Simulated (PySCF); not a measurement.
**[La(SH)4]−: other functionals and bases at one geometry**

An exercise on one series of results from a longer session: the logs are not shown, and one member is left open.

Method: several levels, as the steps say, no spin–orbit coupling; program: PySCF 2.14.0.

3 further runs of the same task are left out: 2 for a known fault of the program, 1 that didn't finish.

### Starting geometry

9 atoms, charge -1, spin multiplicity 1.

Bond lengths: La1–S2 2.793 Å, La1–S4 2.793 Å, La1–S6 2.793 Å, La1–S8 2.793 Å, S2–H3 1.355 Å, S4–H5 1.355 Å, S6–H7 1.355 Å, S8–H9 1.355 Å. Angles: S2–La1–S4 111.6°, S2–La1–S6 108.4°, S2–La1–S8 108.4°, S4–La1–S6 108.4°, S4–La1–S8 108.4°, S6–La1–S8 111.6°, La1–S2–H3 89.5°, La1–S4–H5 89.5°, La1–S6–H7 89.6°, La1–S8–H9 89.6°.

Geometry (Å):

```
La    0.0000    0.0000    0.0000
S     1.7519    1.5057    1.5705
H     2.7886    1.0645    0.8180
S    -1.7519   -1.5057    1.5705
H    -2.7886   -1.0645    0.8180
S     1.5058   -1.7518   -1.5706
H     1.0649   -2.7886   -0.8180
S    -1.5058    1.7518   -1.5706
H    -1.0649    2.7886   -0.8180
```

Formal oxidation states: La +3. The 4f shell is empty and lies in the core potential. An earlier session relaxed this geometry at PBE0, La lcecp-1-SVP with ECP46, S def2-SVP, H def2-SVP (singlet, point group S4).

At PBE0 on the finer grid: E = -1625.999569 Eh, HOMO -3.10 eV, LUMO 2.67 eV, Mulliken charge on La1 +0.65 e, largest force component 0.005 eV/Å. The large-core potential holds the 4f shell empty.

Levels to run: TPSSh; wB97X; HF; B3LYP; PBE0, TZVP; PBE0, x2c-SVP. Hardware: 2 threads of Arm Neoverse N1, shared host.

Set-up of the first run:

The input, run.py (the lines that set the calculation):

```python
mol = gto.M(atom='''
La     0.00000     0.00000    -0.00001
S      1.75190     1.50575     1.57054
H      2.78858     1.06448     0.81803
S     -1.75190    -1.50575     1.57054
H     -2.78858    -1.06448     0.81803
S      1.50577    -1.75184    -1.57059
H      1.06487    -2.78860    -0.81798
S     -1.50577     1.75184    -1.57059
H     -1.06487     2.78860    -0.81798''',
    basis={'La': 'lcecp-1-SVP', 'S': 'def2-SVP', 'H': 'def2-SVP'},
    ecp={'La': 'lcecp-1-SVP'},
    charge=-1, spin=0)
mf = dft.RKS(mol, xc='TPSSH')
mf.grids.atom_grid = (75, 302)  # f atoms: unpruned, at least (60, 302)
mf = mf.density_fit()  # fitting sets: La AutoAux, S def2-universal-JKFIT, H def2-universal-JKFIT
mf.conv_tol = 1e-08; mf.max_cycle = 55
mf.kernel(dm0)  # dm0: the density of the relaxed state
```

On the command line:

```
> OMP_NUM_THREADS=2 python run.py
```

Steps of the session up to this table: TPSSh; wB97X; HF; B3LYP; PBE0, TZVP; PBE0, x2c-SVP.

One of the session's tables, all rows but one given; the rest of the session is left out.

```
              level  HOMO (eV)  gap (eV)  charge on La1 (e)  largest force component (eV/Å)
PBE0 (relaxed here)      -3.10      5.77               0.65                            0.00
              TPSSh      -2.49      4.99               0.69                            0.10
              wB97X      -5.44      9.56               0.68                            0.12
                 HF      -5.84     10.28               1.08                            0.59
              B3LYP          ?         ?                  ?                               ?
         PBE0, TZVP      -3.32      5.86               1.19                            0.18
      PBE0, x2c-SVP      -3.07      5.55               0.55                            0.08
```

**Question.** Estimate the row for B3LYP.

**Answer.** HOMO (eV): -2.77; gap (eV): 5.24; charge on La1 (e): 0.56; largest force component (eV/Å): 0.14. In the column «HOMO (eV)» it lies between PBE0, x2c-SVP (-3.07) and TPSSh (-2.49).

In one basis the HOMO–LUMO gap runs from 4.99 eV (TPSSh) to 10.28 eV (HF). The largest leftover force, 0.59 eV/Å with HF, stands at a geometry relaxed at another level. With 4f in the core, its levels are missing from HOMO and gap, and its count is fixed, so no charge can pass from the ligands into it. Total energies of different levels can't be compared.
